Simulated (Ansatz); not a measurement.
**SbP: how well frozen cores do**

Does the method matter for SbP? The same cell, functional and mesh are run with LAPW, all electrons, frozen-core PAW and datasets made for this crystal.

Program: Ansatz 0.2.0. Level of theory: DFT PBE, scalar-relativistic. These are calculated values, not measurements.

1 further run of the same task is left out (set aside as unsound or not needed).

### 1 The structure to begin with

Symmetry: P6_3mc, No. 186, hexagonal system. Conventional cell: a = 4.779 Å, b = 4.779 Å, c = 5.868 Å, α = 90.00°, β = 90.00°, γ = 120.00°. Sb (site symmetry 3m) has 4 P at 2.59 to 2.78 Å as nearest neighbours. Around P (site symmetry 3m) lie 4 Sb at 2.59 to 2.78 Å.

Coordinates:

```xyz
4
Lattice="4.7791 0.0000 0.0000 -2.3895 4.1388 0.0000 0.0000 0.0000 5.8680" Properties=species:S:1:pos:R:3 pbc="T T T"
Sb    0.0000    2.7592   -0.1921
Sb    2.3895    1.3796    2.7419
P     0.0000    2.7592    2.3985
P     2.3895    1.3796    5.3324
```

The structure (wurtzite type) was typed from a prototype and relaxed by PAW; whether it is the ground state wasn't tested.

Atoms are numbered in the order of the input: Sb1, Sb2, P3, P4.

### 2 LAPW, all electrons

input.yaml

```yaml
crystal:
  lattice:
    - [4.7790857446, 0.0, 0.0]
    - [-2.3895428723, 4.1388096616, 0.0]
    - [0.0, 0.0, 5.867961411]
  atoms:
    - { symbol: Sb, position: [0.3333333333, 0.6666666667, -0.0327397736] }
    - { symbol: Sb, position: [0.6666666667, 0.3333333333, 0.4672602264] }
    - { symbol: P, position: [0.3333333333, 0.6666666667, 0.4087397736] }
    - { symbol: P, position: [0.6666666667, 0.3333333333, 0.9087397736] }
kpoints:
  mp_grid: { grid: [10, 10, 6] }
  band_path:
    path:
      - [0.0, 0.0, 0.0]
      - [0.5, 0.0, 0.0]
      - [0.3333333333, 0.3333333333, 0.0]
      - [0.0, 0.0, 0.0]
      - [0.0, 0.0, 0.5]
      - [0.5, 0.0, 0.5]
      - [0.3333333333, 0.3333333333, 0.5]
      - [0.0, 0.0, 0.5]
      - [0.5, 0.0, 0.5]
    npoints: 8
scf:
  occupations: { method: fermi_dirac, width: 0.05 }
hamiltonian:
  xc: pbe
  pseudopotentials: { kind: all_electron, lapw: { basis_error: 0.0005 } }
output:
  forces: true
  stress: true
  eigenvalues: true
  populations: true
  dos: { projected: true, de: 0.2, e_range: [-14, 8] }
```

### 3 Frozen-core PAW

input.yaml, as its differences from that of step 2:

```diff
@@ -28,3 +28,3 @@
   xc: pbe
-  pseudopotentials: { kind: all_electron, lapw: { basis_error: 0.0005 } }
+  pseudopotentials: { kind: paw }
 output:
@@ -33,3 +33,5 @@
   eigenvalues: true
+  efg: { contact_densities: true }
   populations: true
+  bader: true
   dos: { projected: true, de: 0.2, e_range: [-14, 8] }
```

### 4 Datasets made for this crystal

input.yaml, as its differences from that of step 3:

```diff
@@ -28,3 +28,3 @@
   xc: pbe
-  pseudopotentials: { kind: paw }
+  pseudopotentials: { kind: all_electron, datasets: crystal }
 output:
@@ -34,4 +34 @@
   efg: { contact_densities: true }
-  populations: true
-  bader: true
-  dos: { projected: true, de: 0.2, e_range: [-14, 8] }
```

(Steps that only read results are left out.)

**Question.** What will these runs give? Wanted: pressure; gap; Bader charges.

The runs gave:

| quantity | value |
| --- | --- |
| pressure | LAPW 0.01, PAW 0.01, crystal datasets 0.01 GPa |
| gap (LAPW) | none |
| Bader charges (PAW) | Sb1 +0.61, P3 -0.61 e |

**Reading.** The pressure is within half a GPa of zero, so the volume is close to equilibrium at this level. There is no gap at this level: the crystal is a metal or semimetal here, or the functional closes a real gap. Spin-orbit coupling is left out of this run, though the cell holds Sb; it can open or close small gaps. Within 0.3 eV of the Fermi level the largest projected share is P 3p (45 %). The projection holds only the free atom's occupied shells (Sb 5s, Sb 5p, P 3s, P 3p in this range). The field gradient at Sb1, the largest by crystal datasets, is -4.22 by PAW and -4.33 by crystal datasets (10²¹ V/m²), within 5 %. No spin–orbit coupling: at heavy atoms the gradients can be off by tens of per cent for that reason. In pressure, PAW differs from LAPW by less than 0.01 GPa. The price, with the outputs that each input asks for: 2.5 min for LAPW against 60 s for PAW, about 2.5 to one.
